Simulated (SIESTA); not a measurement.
Crystal: BaSrZr2O6.

```
CELL_PARAMETERS angstrom
4.22641 0.00000 0.00000
0.00000 4.22641 0.00000
0.00000 0.00000 8.45195
ATOMIC_POSITIONS crystal
Ba 0.50000 0.50000 0.00000
Zr 0.00000 0.00000 0.25310
Zr 0.00000 0.00000 0.74690
Sr 0.50000 0.50000 0.50000
O 0.00000 0.50000 0.25563
O 0.00000 0.50000 0.74437
O 0.00000 0.00000 0.00000
O 0.00000 0.00000 0.50000
O 0.50000 0.00000 0.25563
O 0.50000 0.00000 0.74437
```

The cell comes from a database or a generator and needn't be the stable form of this composition.

- Program: SIESTA 5.4.2
- Task: single point
- Functional: PBE
- Potentials or basis: PseudoDojo 0.4 standard (PBE files)
- Basis: DZP (energy shift 0.003 Ry; two zetas on semicore shells; d shell added on Ba, Sr)
- Grid cutoff: 800 Ry
- Energy shift: 0.003 Ry
- k mesh: 6 × 6 × 3
- Occupations: fermi-dirac, width 0.05 eV
- Spin: no spin polarisation

On this cell: pressure -0.3 GPa; largest force 0.063 eV/Å; band gap on the k mesh 3.00 eV, indirect (least direct gap 3.25 eV).

The same run follows on a disturbed copy (atoms moved at random, drawn with an rms of 0.05 Å):

```
Ba Zr Sr O
1.0
     4.22641    0.00000    0.00000
     0.00000    4.22641    0.00000
     0.00000    0.00000    8.45195
Ba Zr Sr O
1 2 1 6
Direct
  0.48618 0.50475 0.00363
  0.00059 0.99773 0.25363
  0.99932 0.99218 0.74735
  0.50228 0.49554 0.49775
  0.99823 0.49377 0.25921
  0.00181 0.49650 0.74540
  0.99709 0.00531 0.00041
  0.00110 0.98902 0.49828
  0.49795 0.00208 0.25456
  0.48445 0.97986 0.73818
```

**Question.** What does the disturbed cell give?

**Answer.** The energy moves by +6.0 meV/atom; pressure -0.1 GPa; largest force 0.881 eV/Å; band gap on the k mesh 2.96 eV, indirect (least direct gap 3.24 eV).

Forces in eV/Å, atoms in the order of the input:
```
Ba   0.171 -0.149 -0.162
Zr  -0.155 -0.049  0.062
Zr  -0.412  0.209 -0.164
Sr  -0.066  0.053  0.128
O   -0.002  0.282 -0.081
O   -0.233 -0.327  0.011
O   -0.041 -0.154 -0.077
O   -0.187  0.098  0.230
O    0.059 -0.102 -0.036
O    0.865  0.139  0.087
```

Stress tensor (GPa, compression positive):
```
 0.02  0.00  0.02
 0.00 -0.11 -0.11
 0.02 -0.11 -0.18
```

Caveats: this set's barium file shifts pressures by up to 1 GPa against other sets; spin-orbit coupling is left out, which moves the levels of the heavy elements; an odd mesh through Γ misses points on the zone boundary, where band edges often lie; the basis of atomic orbitals isn't converged, which shifts pressures, moduli and gaps.
